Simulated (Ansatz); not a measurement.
# Al6Cu: the cost of one run

Method: RKS PBE0-D4/def2-TZVPD; program: Ansatz 0.2.0, Gaussian basis.

Levels to be run: a single point at PBE0-D4/def2-TZVPD.

4 further runs of the same task are left out: 4 set aside as unsound or not needed.

### Step 1. The structure

The geometry is that of the singlet, from an earlier relaxation (PBE-D4/def2-SVPD). At that level it is the lowest of the isomers that a small search found.

7 atoms, charge -1, spin multiplicity 1.

Atoms are counted from 1 here; the program's logs count them from 0.

Bond lengths: Cu1–Al3 2.409 Å, Cu1–Al4 2.409 Å, Cu1–Al6 2.409 Å, Al2–Al4 2.636 Å, Al2–Al6 2.635 Å, Al2–Al7 2.708 Å, Al3–Al5 2.635 Å, Al3–Al7 2.635 Å, Al4–Al7 2.636 Å, Al5–Al6 2.635 Å, Al5–Al7 2.709 Å. Angles: Al3–Cu1–Al4 75.6°, Al3–Cu1–Al6 75.6°, Al4–Cu1–Al6 75.6°, Al4–Al2–Al6 68.2°, Al4–Al2–Al7 59.1°, Al6–Al2–Al7 92.7°, Cu1–Al3–Al5 107.8°, Cu1–Al3–Al7 107.8°, Al5–Al3–Al7 61.9°, Cu1–Al4–Al2 107.8°, Cu1–Al4–Al7 107.8°, Al2–Al4–Al7 61.8° and more.

No spin-orbit coupling is included. The ion is computed in the gas phase, without counter-ions or solvent.

Bonds by kind at the end (by distance):

```csv
bond,count,shortest (Å),longest (Å)
Al–Al,9,2.635,2.710
Al–Cu,3,2.409,2.409
```

### Step 2. Single point, PBE0-D4/def2-TZVPD

start.molden holds the orbitals of an earlier run on this state, given as this run's starting guess.

in.yaml reads:

```yaml
crystal:
  periodic: [false, false, false]
  atoms:
    - {symbol: Cu, position_ang: [-0.616367, -0.774505, 2.124056]}
    - {symbol: Al, position_ang: [0.749706, -0.988155, -1.711713]}
    - {symbol: Al, position_ang: [-0.579104, 1.377335, 1.041442]}
    - {symbol: Al, position_ang: [-1.344097, -1.222717, -0.128037]}
    - {symbol: Al, position_ang: [1.452120, 1.398191, -0.637189]}
    - {symbol: Al, position_ang: [1.415984, -0.790534, 0.830186]}
    - {symbol: Al, position_ang: [-1.078242, 1.000384, -1.518736]}
basis:
  gaussian: {orbitals: def2-TZVPD, initial_orbitals: start.molden}
total_charge: -1
hamiltonian: {xc: pbe0, dispersion: d4}
scf: {omitted_lower_state_checks: [starts]}
output: {orbitals: {seedname: orbitals}}
```

Command:

```bash
$ ansatz run in.yaml --threads 4 --pin off --events-out ev --progress --plain --max-ram 4787MiB
```

What time and memory should one allow on 4 threads of Arm Neoverse N1, shared host?

About 33 s, with a peak of 1.5 GiB.
